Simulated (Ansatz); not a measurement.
**C₄H₆F₄: a ladder of functionals and wavefunction methods**

An exercise on one series of results from a longer session: the logs are not shown, and one member is left open.

The runs use Ansatz 0.2.0, Gaussian basis; functionals in def2-TZVPP, the program's frozen cores in correlated methods.

The runs, in order: LDA (SPW92), PBE-D4, revPBE-D4, BLYP-D4, r2SCAN-D4, B97M-V, PBE0-D4, B3LYP-D4, r2SCANh-D4, r2SCAN0-D4, HSE06-D4, BHLYP-D4, CAM-B3LYP-D4, LC-ωPBE, ωB97X-V, ωB97M-V, B2PLYP, PBE-QIDH; CCSD(T)/def2-SVP; CCSD(T)/def2-TZVPP; MP2/def2-QZVPP; extrapolation to the limit; RPA on PBE.

## The relaxed structure

The geometry comes from an earlier relaxation with PBE0-D4 in a triple-zeta def2 set; it is a stationary point, not always the lowest conformer.

14 atoms, charge 0, spin multiplicity 1.

Atoms are counted from 1 here; the program's logs count them from 0.

Bond lengths: C1–C2 1.502 Å, C1–H9 1.089 Å, C1–H10 1.090 Å, C1–H11 1.090 Å, C2–F3 1.371 Å, C2–F4 1.367 Å, C2–C5 1.516 Å, C5–C6 1.506 Å, C5–H12 1.092 Å, C5–H13 1.092 Å, C6–F7 1.357 Å, C6–F8 1.361 Å, C6–H14 1.093 Å. Angles: C2–C1–H9 110.6°, C2–C1–H10 109.9°, C2–C1–H11 108.6°, H9–C1–H10 108.9°, H9–C1–H11 109.6°, H10–C1–H11 109.3°, C1–C2–F3 109.0°, C1–C2–F4 108.7°, C1–C2–C5 117.6°, F3–C2–F4 105.8°, F3–C2–C5 108.1°, F4–C2–C5 106.9°, C2–C5–C6 114.8°, C2–C5–H12 107.1°, C2–C5–H13 109.8°, C6–C5–H12 107.8°, C6–C5–H13 108.9°, H12–C5–H13 108.3° and more.

The first run:

in.yaml reads:

```yaml
crystal:
  periodic: [false, false, false]
  atoms:
    - {symbol: C, position_ang: [-0.795700, -1.319256, 0.715685]}
    - {symbol: C, position_ang: [-0.777440, -0.377573, -0.454098]}
    - {symbol: F, position_ang: [-0.228975, -1.018795, -1.535080]}
    - {symbol: F, position_ang: [-2.066409, -0.089817, -0.805884]}
    - {symbol: C, position_ang: [-0.061012, 0.947259, -0.279613]}
    - {symbol: C, position_ang: [1.430777, 0.839326, -0.104642]}
    - {symbol: F, position_ang: [1.973221, 2.082072, -0.149631]}
    - {symbol: F, position_ang: [1.741481, 0.315919, 1.112817]}
    - {symbol: H, position_ang: [0.216048, -1.621584, 0.979943]}
    - {symbol: H, position_ang: [-1.254439, -0.833358, 1.576868]}
    - {symbol: H, position_ang: [-1.380808, -2.198228, 0.444577]}
    - {symbol: H, position_ang: [-0.250159, 1.535351, -1.180016]}
    - {symbol: H, position_ang: [-0.478518, 1.483568, 0.574822]}
    - {symbol: H, position_ang: [1.918834, 0.225914, -0.867047]}
basis:
  gaussian: {orbitals: def2-TZVPP}
hamiltonian: {xc: lda}
output: {orbitals: {seedname: orbitals}}
```

Started as:

```sh
$ ansatz run in.yaml --threads 2 --pin off --events-out ev --progress --plain --max-ram 32768MiB --backend cuda --devices 0, --max-vram 18GiB
```

Steps of the session up to this table: LDA; PBE-D4 (GGA); revPBE-D4 (GGA); BLYP-D4 (GGA); r2SCAN-D4 (meta-GGA); B97M-V (meta-GGA); PBE0-D4 (hybrid); B3LYP-D4 (hybrid); r2SCANh-D4 (hybrid); r2SCAN0-D4 (hybrid); HSE06-D4 (hybrid); BHLYP-D4 (hybrid); CAM-B3LYP-D4 (range-separated); LC-ωPBE (range-separated); ωB97X-V (range-separated); ωB97M-V (range-separated); B2PLYP (double hybrid); PBE-QIDH (double hybrid).

One of the session's tables, all rows but one given; the rest of the session is left out.

It belongs to the step «Orbital energies across the functionals». 

```
  functional  HOMO (eV)  LUMO (eV)  gap (eV)
 LDA (SPW92)      -8.18       0.24      8.42
      PBE-D4      -7.98       0.44      8.43
   revPBE-D4      -7.90       0.54      8.44
     BLYP-D4      -7.95       0.43      8.38
   r2SCAN-D4      -8.38       1.13      9.51
      B97M-V      -8.57       0.61      9.18
     PBE0-D4          ?          ?         ?
    B3LYP-D4      -9.55       0.92     10.47
  r2SCANh-D4      -9.05       1.41     10.46
  r2SCAN0-D4     -10.03       1.79     11.83
    HSE06-D4      -9.35       0.91     10.27
    BHLYP-D4     -11.50       1.87     13.37
CAM-B3LYP-D4     -11.31       2.03     13.34
     LC-ωPBE     -12.57       3.37     15.94
     ωB97X-V     -12.25       3.15     15.41
     ωB97M-V     -12.18       2.71     14.88
```

Estimate the missing values for PBE0-D4.

**Answer.** HOMO (eV): -9.77; LUMO (eV): 1.28; gap (eV): 11.05. In the column «HOMO (eV)» it lies between r2SCAN0-D4 (-10.03) and B3LYP-D4 (-9.55).
